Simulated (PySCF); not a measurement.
Wanted: an ASE script for a PySCF 2.14.0 run.

- Task: G0W0 quasiparticle levels
- Functional: PBE0
- Potentials or basis: 6-31g* (all-electron)
- k mesh: 1 × 1 × 1
- Occupations: fixed
- Spin: no spin polarisation
- Exponents discarded below (exp_to_discard): 0 1/bohr^2
- Frozen core bands: 12
- conv_tol: 1e-08 Ha
- max_cycle: 60
- exxdiv: ewald
- Relativity: none
- Coulomb method: Gaussian density fitting (GDF)
- Grid for exchange and correlation: Becke, atom-centred
- Three-centre integrals: read from an earlier run's file

The system is FBS2H2, in a box.

```
F B S H
1.0
    14.00000    0.00000    0.00000
     0.00000   11.00000    0.00000
     0.00000    0.00000   11.00000
F B S H
1 1 2 2
Direct
  0.47233 0.42575 0.59001
  0.50411 0.49928 0.50140
  0.62954 0.49373 0.46447
  0.42662 0.59191 0.41092
  0.65737 0.41762 0.55217
  0.35089 0.55827 0.47235
```

The cell isn't the ideal one: atoms moved at random, drawn with an rms of 0.05 Å.

These files were run (other wordings do the same):

run.py

```python
import json
import numpy as np
from pyscf.pbc import gto, scf, dft, df
from pyscf.pbc.tools import pyscf_ase
from ase import Atoms

atoms = Atoms(['F', 'B', 'S', 'S', 'H', 'H'],
              cell=[[14.0, 0.0, 0.0], [0.0, 11.0, 0.0], [0.0, 0.0, 11.0]],
              scaled_positions=[[0.472329, 0.425749, 0.590014], [0.504115, 0.499284, 0.501402], [0.629539, 0.493728, 0.464467], [0.42662, 0.591914, 0.410916], [0.657371, 0.417615, 0.552166], [0.350886, 0.558268, 0.472352]],
              pbc=True)
cell = pyscf_ase.cell_from_ase(atoms)
cell.basis = '6-31g*'
cell.exp_to_discard = 0
cell.precision = 1e-08
cell.max_memory = 2520  # MB
cell.verbose = 4
cell.build()

res = {}
kpts = cell.make_kpts([1, 1, 1])
mf = dft.KRKS(cell, kpts, xc='pbe0', exxdiv='ewald')
mf = mf.density_fit()
mf.with_df._cderi = 'cderi.h5'  # three-centre integrals saved by an earlier run on this cell, basis and mesh
mf.conv_tol = 1e-08
mf.max_cycle = 60

mf.kernel()
res.update(converged=bool(mf.converged), e_tot=mf.e_tot, nelec=cell.nelectron, nao=cell.nao, mesh=list(map(int, cell.mesh)), a=cell.lattice_vectors().tolist(), coords=cell.atom_coords().tolist(),
           mo_energy=[np.real(x).tolist() for x in mf.mo_energy], mo_occ=[np.real(x).tolist() for x in mf.mo_occ])
import h5py
print('fit functions by k pair:', sorted({v['0'].shape[0] for v in h5py.File(mf.with_df._cderi)['j3c'].values()}))
res.update(kpts=cell.get_scaled_kpts(kpts).tolist())
res['parts'] = {k: float(np.real(v)) for k, v in mf.scf_summary.items() if np.isscalar(v)}
json.dump(res, open('results.json', 'w'))
if not mf.converged:
    raise SystemExit('SCF not converged')

print('levels (eV)')
for i, kp in enumerate(res['kpts'][:40]):
    print('k %7.4f %7.4f %7.4f  ' % tuple(kp), ' '.join('%.3f' % (x * 27.211386) for x in res['mo_energy'][i][:29]))

# Mulliken populations
dm, s = np.asarray(mf.make_rdm1()), np.asarray(mf.get_ovlp())
sites = cell.aoslice_by_atom()[:, 2:]
tot = np.einsum('kij,kji->i', dm, s).real / len(kpts)
res['mulliken'] = [cell.atom_charge(i) - tot[a0:a1].sum() for i, (a0, a1) in enumerate(sites)]
print('Mulliken charges', np.round(res['mulliken'], 5))

from pyscf.pbc.gw.krgw_ac import KRGWAC
gw = KRGWAC(mf, frozen=12)
gw.fc = True
orbs = list(range(21, 27))
gw.kernel(orbs=orbs)
res['orbs'] = orbs
res['qp'] = np.asarray(gw.mo_energy).real.tolist()
res['done'] = True
json.dump(res, open('results.json', 'w'))
```

Potentials or basis: 6-31g* (all-electron).

Command:

```sh
$ OMP_NUM_THREADS=2 python -u run.py > log
```

Results of the run:

```yaml
Gap_between_the_frontier_levels_mean-field_level: 7.50 eV
Mulliken_charges: F -0.26; B +0.27; S -0.17, -0.13; H +0.15 e
Quasiparticle_gap: 11.44 eV
```

Caveat: the basis is small and the box finite, so much correlation energy is missing and levels can be off by tenths of an eV; Mulliken charges move with the basis; this is a molecule in a periodic box at the Γ point, so its band gap is the HOMO-LUMO gap; total energy, band gap and charges are those of the mean-field reference; the basis of atomic orbitals isn't converged, which shifts pressures, moduli and gaps.

It took 36 s on 2 threads of Arm Neoverse V1, on a shared host, peak memory 1.9 GiB.
